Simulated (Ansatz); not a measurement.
# MP2/def2-SVPD run of GeH2SO (SMILES [OH][Ge][SH])

Aim: the vertical ionisation energy of GeH2SO at MP2/def2-SVPD, from 2 runs. 

The calculation is run with Ansatz 0.2.0.

50 further runs of the same task are left out: 50 set aside as unsound or not needed. Runs told in other sessions of the task aren't counted.

## 1. Starting point

The species is GeH2SO (5 atoms), meant as a singlet with charge 0. As SMILES, `[OH][Ge][SH]`. The coordinates come from a PBE0-D4/def2-TZVP relaxation. This is one conformer, not always the lowest.

Bond lengths: O1–Ge2 1.782 Å, Ge2–S3 2.260 Å, O1–H4 0.961 Å, S3–H5 1.343 Å. Angles: O1–Ge2–S3 97.9°, Ge2–O1–H4 117.4°, Ge2–S3–H5 93.6°.

## 2. The energy at MP2/def2-SVPD

The input, input.yaml:

```yaml
basis:
  gaussian: {orbitals: def2-SVPD}
crystal:
  periodic: [false, false, false]
  atoms:
    - {symbol: O, position_ang: [-1.346000, -1.001300, 0.399800]}
    - {symbol: Ge, position_ang: [-0.897400, 0.628900, -0.164200]}
    - {symbol: S, position_ang: [1.343300, 0.336500, -0.206300]}
    - {symbol: H, position_ang: [-0.632500, -1.625200, 0.561400]}
    - {symbol: H, position_ang: [1.582700, 1.587400, -0.632100]}
correlation: {method: mp2, frozen_orbitals: {Ge: 9, H: 0, O: 1, S: 5}}
accuracy: high
```

The run is started by

```
ansatz run input.yaml --threads 1 --pin off --max-ram 2610MiB --events-out events.jsonl --progress --plain --runs-dir runs
```

What it wrote:

```text
Warning: RAYON_NUM_THREADS=1 ignored (pool sized by the plan → 1); use --threads N
Functional definition: HF
  name "HF"
  exchange = exact_x
  correlation = 0
1966 factors; integrals over basis functions are off by at most 4.4e-9 eV
mean field evaluation 1: about -69346.2129 eV, gradient 3.7e1 eV
mean field evaluation 2: about -69346.2503 eV, gradient 3.7e1 eV
mean field evaluation 4: about -69349.2309 eV, gradient 2.9e0 eV
mean field evaluation 8: about -69349.2814 eV, gradient 1.1e-3 eV
mean field -69349.28139376 eV, -2548.5390845893 hartree, gradient 5.3e-8 eV, S^2 0.000000; 0 other end points of the search recorded, 0 dependent functions left out
15 core orbitals not correlated: weight in the atoms' cores, before any rotation towards them, 1.000 or more for the frozen orbitals, at most 0.000 for the correlated occupied ones
reference -69349.28139376 eV, -2548.5390845893 hartree; 14, 14 occupied and 75, 75 virtual orbitals, 1966 factors
second order -15.19260922 eV of doubles, -0.00000000 eV of singles
Total energy: -69364.47400298 eV, -2549.0974026804 hartree
```

Wall time 5.4 s (1 thread of Arm Neoverse V2, shared host); peak memory 0.31 GiB.

## 3. The doublet cation, same level

The input, job.yaml:

```yaml
crystal:
  periodic: [false, false, false]
  atoms:
    - symbol: O
      position_ang: [-1.346000, -1.001300, 0.399800]
    - symbol: Ge
      position_ang: [-0.897400, 0.628900, -0.164200]
    - symbol: S
      position_ang: [1.343300, 0.336500, -0.206300]
    - symbol: H
      position_ang: [-0.632500, -1.625200, 0.561400]
    - symbol: H
      position_ang: [1.582700, 1.587400, -0.632100]
basis:
  gaussian: {orbitals: def2-SVPD}
total_charge: 1
magnetization: {spin_polarized: true, initial_magnetization: 1}
correlation: {method: mp2, frozen_orbitals: {Ge: 9, H: 0, O: 1, S: 5}}
accuracy: high
```

The run is started by

```
ansatz run job.yaml --threads 1 --pin off --max-ram 2610MiB --events-out events.jsonl --progress --plain --runs-dir runs
```

What it wrote, shortened:

```text
Warning: RAYON_NUM_THREADS=1 ignored (pool sized by the plan → 1); use --threads N
Functional definition: HF
  name "HF"
[...]
1965 factors; integrals over basis functions are off by at most 4.4e-9 eV
[...]
mean field -69340.49183683 eV, -2548.2160743301 hartree, gradient 2.3e-8 eV, S^2 0.802831; 7 other end points of the search recorded, 0 dependent functions left out
15 core orbitals not correlated: weight in the atoms' cores, before any rotation towards them, 1.000 or more for the frozen orbitals, at most 0.000 for the correlated occupied ones
reference -69340.49183683 eV, -2548.2160743301 hartree; 14, 13 occupied and 75, 76 virtual orbitals, 1965 factors
second order -14.43866052 eV of doubles, -0.00000000 eV of singles
Total energy: -69354.93049735 eV, -2548.7466853172 hartree
```

Run time: 26 s. Hardware: 1 thread of Arm Neoverse V2, shared host; peak memory 0.54 GiB.

## 4. Outcome

At MP2/def2-SVPD, 15 core orbitals frozen:

| quantity | value |
| --- | --- |
| singlet GeH2SO: total energy | -2549.09740 Eh |
| singlet GeH2SO: correlation energy (15 core orbitals frozen) | -558.3 mEh |
| doublet cation: total energy | -2548.74669 Eh |
| doublet cation: correlation energy (15 core orbitals frozen) | -530.6 mEh |
| doublet cation: ⟨S²⟩ of the reference determinant | 0.803 |
| vertical ionisation energy (to the doublet cation) | 9.544 eV |

**Reading.** The vertical ionisation energy comes to 9.54 eV (921 kJ/mol).
